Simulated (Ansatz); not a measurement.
**BLYP/def2-SVPD run of BH2O2F (SMILES OB(O)F)**

What is the vertical electron affinity of BH2O2F at BLYP/def2-SVPD? 

The calculation is run with Ansatz 0.2.0.

57 further runs of the same task are left out: 57 set aside as unsound or not needed.

## Step 1: The system as given

The species is BH2O2F (6 atoms), meant as a singlet with charge 0. As SMILES, `OB(O)F`. Geometry: relaxed at PBE0-D4/def2-TZVP. This is one conformer, not always the lowest.

Bond lengths: O1–B2 1.360 Å, B2–O3 1.352 Å, B2–F4 1.333 Å, O1–H5 0.960 Å, O3–H6 0.960 Å. Angles: O1–B2–O3 121.6°, O1–B2–F4 120.5°, O3–B2–F4 117.9°, B2–O1–H5 113.1°, B2–O3–H6 112.5°.

## Step 2: The energy at BLYP/def2-SVPD

Input file run.yaml:

```yaml
crystal:
  periodic: [false, false, false]
  atoms:
    - {symbol: O, position_ang: [-0.477500, 0.971000, -0.208400]}
    - {symbol: B, position_ang: [-0.023800, -0.307500, -0.106500]}
    - {symbol: O, position_ang: [0.989400, -0.635200, 0.726100]}
    - {symbol: F, position_ang: [-0.573100, -1.280600, -0.833200]}
    - {symbol: H, position_ang: [-1.198900, 1.066100, -0.834300]}
    - {symbol: H, position_ang: [1.326000, 0.122200, 1.210000]}
basis:
  gaussian:
    orbitals: def2-SVPD
accuracy: high
output:
  orbitals: {seedname: orbitals}
hamiltonian:
  xc: {name: BLYP}
```

Started as:

```console
$ ansatz run run.yaml --threads 1 --pin off --max-ram 3480MiB --events-out events.jsonl --progress --plain --runs-dir runs
```

The program printed:

```text
Warning: RAYON_NUM_THREADS=1 ignored (pool sized by the plan → 1); use --threads N
Functional definition: BLYP
  name "BLYP"
  parameter beta = 0.0042
  parameter a = 0.04918
  parameter b = 0.132
  parameter c = 0.2533
  parameter d = 0.349
  exchange = b88_x(beta = beta)
  correlation = lyp_c(a = a, b = b, c = c, d = d)
2074 factors; integrals over basis functions are off by at most 3.5e-9 eV
mean field evaluation 1: about -7507.3137 eV, gradient 8.1e1 eV
mean field evaluation 2: about -7469.9218 eV, gradient 1.6e2 eV
mean field evaluation 4: about -7518.0190 eV, gradient 1.3e1 eV
mean field evaluation 8: about -7518.2709 eV, gradient 2.4e-1 eV
mean field evaluation 16: about -7518.2710 eV, gradient 1.3e-5 eV
mean field -7518.27097891 eV, -276.2913624077 hartree, gradient 2.6e-8 eV, S^2 0.000000; 0 other end points of the search recorded, 0 dependent functions left out
reference -7518.27102732 eV, -276.2913641867 hartree; 16, 16 occupied and 89, 89 virtual orbitals, 2074 factors
Total energy: -7518.27102732 eV, -276.2913641867 hartree
```

It took 11 s on 1 thread of Arm Neoverse N1, shared host; peak memory 0.26 GiB.

## Step 3: The doublet anion

Input file molecule.yaml:

```yaml
crystal:
  periodic: [false, false, false]
  atoms:
    - {symbol: O, position_ang: [-0.477500, 0.971000, -0.208400]}
    - {symbol: B, position_ang: [-0.023800, -0.307500, -0.106500]}
    - {symbol: O, position_ang: [0.989400, -0.635200, 0.726100]}
    - {symbol: F, position_ang: [-0.573100, -1.280600, -0.833200]}
    - {symbol: H, position_ang: [-1.198900, 1.066100, -0.834300]}
    - {symbol: H, position_ang: [1.326000, 0.122200, 1.210000]}
basis:
  gaussian: {orbitals: def2-SVPD}
total_charge: -1
magnetization: {spin_polarized: true, initial_magnetization: 1}
hamiltonian: {xc: {name: BLYP}}
accuracy: high
output: {orbitals: {seedname: orbitals}}
```

Started as:

```console
$ ansatz run molecule.yaml --threads 1 --pin off --max-ram 3480MiB --events-out events.jsonl --progress --plain --runs-dir runs
```

The program printed (excerpt; [...] marks lines left out):

```text
Warning: RAYON_NUM_THREADS=1 ignored (pool sized by the plan → 1); use --threads N
[... 9 set-up lines as earlier in the session ...]
2074 factors; integrals over basis functions are off by at most 3.5e-9 eV
mean field evaluation 1: about -7514.0435 eV, gradient 3.1e1 eV
mean field evaluation 2: about -7498.7050 eV, gradient 7.2e1 eV
mean field evaluation 4: about -7517.4303 eV, gradient 2.4e0 eV
mean field evaluation 8: about -7517.4511 eV, gradient 8.3e-2 eV
mean field evaluation 16: about -7517.4511 eV, gradient 2.4e-5 eV
mean field -7517.45110932 eV, -276.2612327561 hartree, gradient 5.9e-8 eV, S^2 0.750104; 0 other end points of the search recorded, 0 dependent functions left out
reference -7517.45114824 eV, -276.2612341865 hartree; 17, 16 occupied and 88, 89 virtual orbitals, 2074 factors
Total energy: -7517.45114824 eV, -276.2612341865 hartree
```

It took 17 s on 1 thread of Arm Neoverse N1, shared host; peak memory 0.31 GiB.

## Step 4: What came out

Level: BLYP/def2-SVPD.

| quantity | value |
| --- | --- |
| singlet BH2O2F: total energy | -276.29136 Eh |
| singlet BH2O2F: HOMO energy | -8.05 eV |
| singlet BH2O2F: LUMO energy | -0.93 eV |
| singlet BH2O2F: HOMO–LUMO gap | 7.12 eV |
| doublet anion: total energy | -276.26123 Eh |
| doublet anion: HOMO energy (highest over α and β) | 2.53 eV |
| doublet anion: LUMO energy (lowest over α and β) | 2.93 eV |
| doublet anion: ⟨S²⟩ | 0.750 |
| vertical electron affinity (to the doublet anion) | -0.820 eV |

**Reading.** The anion lies 0.82 eV (79.1 kJ/mol) above the neutral: the electron isn't bound at this level, and such a value depends on the basis. The HOMO (doublet anion) lies at positive energy, 2.53 eV, as semi-local functionals often give for anions; only total energies tell whether the electron is bound.
